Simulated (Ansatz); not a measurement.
# Tl3Cr: the cost of one run

Program: Ansatz 0.2.0. Level of theory: DFT PBE, scalar-relativistic, plane waves, PAW. These are calculated values, not measurements.

**1. The structure to begin with**

It takes space group Pm-3m (No. 221, cubic). Conventional cell: a = 4.591 Å, b = 4.591 Å, c = 4.591 Å, α = 90.00°, β = 90.00°, γ = 90.00°. Cr (site symmetry m-3m) is surrounded by 12 Tl at 3.25 Å. Around Tl (site symmetry 4/mmm) lie 4 Cr at 3.25 Å and 8 Tl at 3.25 Å.

As a file:

```cif
data_structure
_symmetry_space_group_name_H-M 'P 1'
_symmetry_Int_Tables_number 1
_cell_length_a 4.5907
_cell_length_b 4.5907
_cell_length_c 4.5907
_cell_angle_alpha 90.000
_cell_angle_beta 90.000
_cell_angle_gamma 90.000
_cell_volume 96.75
loop_
_atom_site_label
_atom_site_type_symbol
_atom_site_fract_x
_atom_site_fract_y
_atom_site_fract_z
_atom_site_occupancy
Cr1 Cr 0.00000 0.00000 0.00000 1
Tl1 Tl 0.00000 0.50000 0.50000 1
Tl2 Tl 0.50000 0.00000 0.50000 1
Tl3 Tl 0.50000 0.50000 0.00000 1
```

(A quick probe on a coarse mesh, which set the mesh and smearing, is not shown.)

**3. Full relaxation**

input.yaml

```yaml
crystal:
  lattice:
    - [4.5907311106, 0.0, 0.0]
    - [0.0, 4.5907311106, 0.0]
    - [0.0, 0.0, 4.5907311106]
  atoms:
    - { symbol: Cr, position: [0.0, 0.0, 0.0], spin: 4.52 }
    - { symbol: Tl, position: [0.0, 0.5, 0.5] }
    - { symbol: Tl, position: [0.5, 0.0, 0.5] }
    - { symbol: Tl, position: [0.5, 0.5, 0.0] }
basis:
  ecutwfc: 420
kpoints:
  mp_grid: { grid: [10, 10, 10] }
hamiltonian:
  xc: pbe
scf:
  occupations: { method: gaussian, width: 0.1 }
output:
  forces: true
  stress: true
  eigenvalues: true
  populations: true
magnetization:
  spin_polarized: true
relax:
  adjacent_minimum: "off"
  f_tol: 0.01
  max_steps: 80
  cell: { stress_tol: 0.05 }
```

Run with:

```console
$ ansatz run input.yaml --threads 1 --pin off --max-ram 2560MiB --backend cpu --events-out ev --progress --plain --runs-dir out
```

What time and memory should one allow on 1 thread of Arm Neoverse V1, shared host?

About 1.9 min, with a peak of 0.58 GiB.
